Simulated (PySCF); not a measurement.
# [SnH5]− (SMILES [H][Sn-]([H])([H])([H])[H]): B2PLYP/STO-3G

What is the vertical singlet–triplet gap of [SnH5]− at B2PLYP/STO-3G? Input form: a Python script.

The calculation is run with PySCF 2.14.0.

5 further runs of the same task are left out: 5 set aside as unsound or not needed.

## 1. The structure to begin with

The species is [SnH5]− (6 atoms), meant as a singlet with charge -1. SMILES: `[H][Sn-]([H])([H])([H])[H]`. The shape comes from GFN2-xTB, which is rough for such elements, and wasn't checked as a minimum.

Bond lengths: Sn1–H2 1.885 Å, Sn1–H3 1.889 Å, Sn1–H4 1.782 Å, Sn1–H5 1.783 Å, Sn1–H6 1.782 Å. Angles: H2–Sn1–H3 179.8°, H2–Sn1–H4 90.0°, H2–Sn1–H5 89.9°, H2–Sn1–H6 90.0°, H3–Sn1–H4 90.0°, H3–Sn1–H5 89.9°, H3–Sn1–H6 90.2°, H4–Sn1–H5 120.0°, H4–Sn1–H6 120.0°, H5–Sn1–H6 119.9°.

## 2. A single-point energy at B2PLYP/STO-3G

Input file job.py:

```python
from pyscf import gto, dft, mp

mol = gto.M(
    atom='''
Sn     0.000450    -0.001410     0.000420
H     -0.020070    -0.006290     1.885790
H      0.020250     0.010720    -1.888030
H      1.782780     0.010780     0.018860
H     -0.902470     1.535970    -0.003420
H     -0.880950    -1.549760    -0.013620
''',
    charge=-1,
    max_memory=1860,
    verbose=4,
    basis='sto-3g',
    spin=0,
)

calc0 = dft.RKS(mol, xc='0.53*HF + 0.47*B88, 0.73*LYP')
calc0.grids.level = 5
calc0.conv_tol = 1e-10
calc0.kernel()
if not calc0.converged:
    calc0 = calc0.newton().run(calc0.mo_coeff, calc0.mo_occ)

pt = mp.MP2(calc0, frozen=18).run()
etot = calc0.e_tot + 0.27 * pt.e_corr
print('PT2 part  %.8f' % (0.27 * pt.e_corr))
print('E = %.10f Eh' % etot)
```

The run is started by

```
$ OMP_NUM_THREADS=1 python job.py
```

Output:

```text
PySCF version 2.14.0

[... 70 lines left out ...]
converged SCF energy = -5967.57323652285
[... 1 line left out ...]
******** <class 'pyscf.mp.mp2.RMP2'> ********
nocc = 10, nmo = 14
frozen orbitals 18
E(RMP2) = -5967.63982264082  E_corr = -0.0665861179661184
E(SCS-RMP2) = -5967.65262458278  E_corr = -0.0793880599271028
E_corr(same-spin) = -0.000594555729506905
E_corr(oppo-spin) = -0.0659915622366115
PT2 part  -0.01797825
E = -5967.5912147747 Eh
```

Run time: 3.9 s. Hardware: 1 thread of Intel Xeon Platinum 8375C at 2.90GHz (Ice Lake), shared host; peak memory 0.25 GiB.

## 3. The triplet

Input file job.py:

```python
from pyscf import gto, dft, mp

mol = gto.M(
    atom='''
Sn   0.000450  -0.001410   0.000420
H   -0.020070  -0.006290   1.885790
H    0.020250   0.010720  -1.888030
H    1.782780   0.010780   0.018860
H   -0.902470   1.535970  -0.003420
H   -0.880950  -1.549760  -0.013620
''',
    verbose=3,
    charge=-1,
    spin=2,
    basis='sto-3g',
    max_memory=1860,
)

ks = dft.UKS(mol)
ks.xc = '0.53*HF + 0.47*B88, 0.73*LYP'
ks.conv_tol = 1e-10
ks.grids.level = 5
ks.kernel()
if not ks.converged:
    ks = ks.newton().run(ks.mo_coeff, ks.mo_occ)

pt = mp.MP2(ks, frozen=18).run()
etot = ks.e_tot + 0.27 * pt.e_corr
print('PT2 part  %.8f' % (0.27 * pt.e_corr))
print(f'total energy: {etot:.8f} hartree')
```

The run is started by

```
$ OMP_NUM_THREADS=1 python job.py
```

Output:

```text
WARN: HOMO -0.0577100136962406 >= LUMO -0.40625736817217

WARN: HOMO 0.458059570255069 >= LUMO 0.295074982785221

WARN: HOMO 0.434864427209107 >= LUMO 0.294642723491894

WARN: HOMO 0.433041169221654 >= LUMO 0.304580031915131

WARN: HOMO 0.432519928879999 >= LUMO 0.30503798279261

WARN: HOMO 0.432422347004988 >= LUMO 0.30506799162621

WARN: HOMO 0.432370644699469 >= LUMO 0.30508961043835

WARN: HOMO 0.432366091547545 >= LUMO 0.305088398647246

WARN: HOMO 0.4323576591877 >= LUMO 0.305088809282747

WARN: HOMO 0.432284752681584 >= LUMO 0.305151513079936

WARN: HOMO 0.43231702938497 >= LUMO 0.305135326348949

WARN: HOMO 0.432314966090402 >= LUMO 0.305136690704434

WARN: HOMO 0.432314855219474 >= LUMO 0.305137610318148

WARN: HOMO 0.432314595062293 >= LUMO 0.305137894309095

WARN: HOMO 0.432314264391797 >= LUMO 0.305137616517244

WARN: HOMO 0.432314438204852 >= LUMO 0.305137392790783

WARN: HOMO 0.432314394444517 >= LUMO 0.305137416564962

converged SCF energy = -5967.27118213734  <S^2> = 2.0709029  2S+1 = 3.0469019
E(UMP2) = -5967.3509731766  E_corr = -0.0797910392587828
E(SCS-UMP2) = -5967.36587529086  E_corr = -0.0946931535208359
PT2 part  -0.02154358
total energy: -5967.29272572 hartree
```

It took 10 s on 1 thread of Intel Xeon Platinum 8375C at 2.90GHz (Ice Lake), shared host; peak memory 0.26 GiB.

## 4. Summary of results

Level: B2PLYP/STO-3G, 18 core orbitals frozen.

```
                                                         quantity           value
                                            singlet: total energy  -5967.59121 Eh
                       singlet: HOMO energy (SCF part's orbitals)         3.32 eV
                       singlet: LUMO energy (SCF part's orbitals)        16.44 eV
   singlet: HOMO–LUMO gap (to an unbound level, set by the basis)        13.12 eV
                                            triplet: total energy  -5967.29273 Eh
triplet: HOMO energy (SCF part's orbitals) (highest over α and β)        11.76 eV
                                                    triplet: ⟨S²⟩           2.071
                 vertical energy of the triplet above the singlet        8.122 eV
```

**Reading.** At this shape the triplet lies 8.12 eV (187 kcal/mol) above the singlet. For an anion a state so high probably lies above electron detachment. In a minimal basis such a difference can be off by several eV, whatever the method. Mulliken charges (singlet) run from -0.38 on H3 to +0.63 on Sn1; they depend strongly on the basis. The HOMO (singlet) lies at positive energy, 3.32 eV; only total energies tell whether the electron is bound. Relativity is left out (singlet) although the molecule holds a heavy atom. Mulliken charges (triplet) run from -0.27 on H6 to +0.23 on Sn1; they depend strongly on the basis.
